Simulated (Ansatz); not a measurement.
# BBrH₄O₂Si: small, medium and large basis sets

The task here is to estimate one member of a computed series from the others.

Program: Ansatz 0.2.0, Gaussian basis. Level of theory: one geometry, several basis sets. These are calculated values, not measurements.

Plan: PBE0-D4/def2-SVP; ωB97M-V/def2-SVP; PBE0-D4/def2-QZVPP; ωB97M-V/def2-QZVPP; the functionals' def2-TZVPP values are taken from earlier runs.

## The geometry

All runs share one geometry, relaxed beforehand with PBE0-D4 in a triple-zeta def2 set.

SMILES `OB(Br)O[SiH3]`, 9 atoms, charge 0, spin multiplicity 1.

Atoms are counted from 1 here; the program's logs count them from 0.

Bond lengths: O1–B2 1.347 Å, O1–H6 0.960 Å, B2–Br3 1.961 Å, B2–O4 1.338 Å, O4–Si5 1.659 Å, Si5–H7 1.482 Å, Si5–H8 1.480 Å, Si5–H9 1.482 Å. Angles: B2–O1–H6 113.6°, O1–B2–Br3 119.4°, O1–B2–O4 120.4°, Br3–B2–O4 120.1°, B2–O4–Si5 134.4°, O4–Si5–H7 109.9°, O4–Si5–H8 105.9°, O4–Si5–H9 109.9°, H7–Si5–H8 110.4°, H7–Si5–H9 110.3°, H8–Si5–H9 110.4°.

The first run:

File in.yaml:

```yaml
crystal:
  periodic: [false, false, false]
  atoms:
    - {symbol: O, position_ang: [2.041805, 1.159658, -0.628060]}
    - {symbol: B, position_ang: [1.005544, 0.591501, 0.017948]}
    - {symbol: Br, position_ang: [0.915930, 0.695143, 1.974118]}
    - {symbol: O, position_ang: [0.043621, -0.039105, -0.666326]}
    - {symbol: Si, position_ang: [-1.347975, -0.836429, -0.243326]}
    - {symbol: H, position_ang: [2.672467, 1.584133, -0.042478]}
    - {symbol: H, position_ang: [-2.269036, 0.091831, 0.454597]}
    - {symbol: H, position_ang: [-1.950339, -1.302677, -1.512057]}
    - {symbol: H, position_ang: [-1.023519, -1.990455, 0.628484]}
basis:
  gaussian: {orbitals: def2-SVP}
hamiltonian: {xc: pbe0, dispersion: d4}
output: {orbitals: {seedname: orbitals}}
```

The run is started by

```bash
$ ansatz run in.yaml --threads 2 --pin off --events-out ev --progress --plain --max-ram 32768MiB --backend cpu
```

Steps of the session up to this table: PBE0-D4 in def2-SVP; ωB97M-V in def2-SVP; PBE0-D4 in def2-QZVPP; ωB97M-V in def2-QZVPP.

One of the session's tables, all rows but one given; the rest of the session is left out.

It belongs to the step «Density functionals: the series». 

| functional | basis | HOMO (eV) | LUMO (eV) |
| --- | --- | --- | --- |
| PBE0-D4 | def2-SVP | -8.43 | 0.60 |
| PBE0-D4 | def2-TZVPP | -8.56 | 0.00 |
| PBE0-D4 | def2-QZVPP | -8.58 | -0.16 |
| ωB97M-V | def2-SVP | -10.67 | 2.51 |
| ωB97M-V | def2-TZVPP | ? | ? |
| ωB97M-V | def2-QZVPP | -10.85 | 1.18 |

Estimate the missing values for ωB97M-V, def2-TZVPP.

As computed: HOMO (eV): -10.83; LUMO (eV): 1.58. In the column «HOMO (eV)» it lies between ωB97M-V, def2-QZVPP (-10.85) and ωB97M-V, def2-SVP (-10.67).
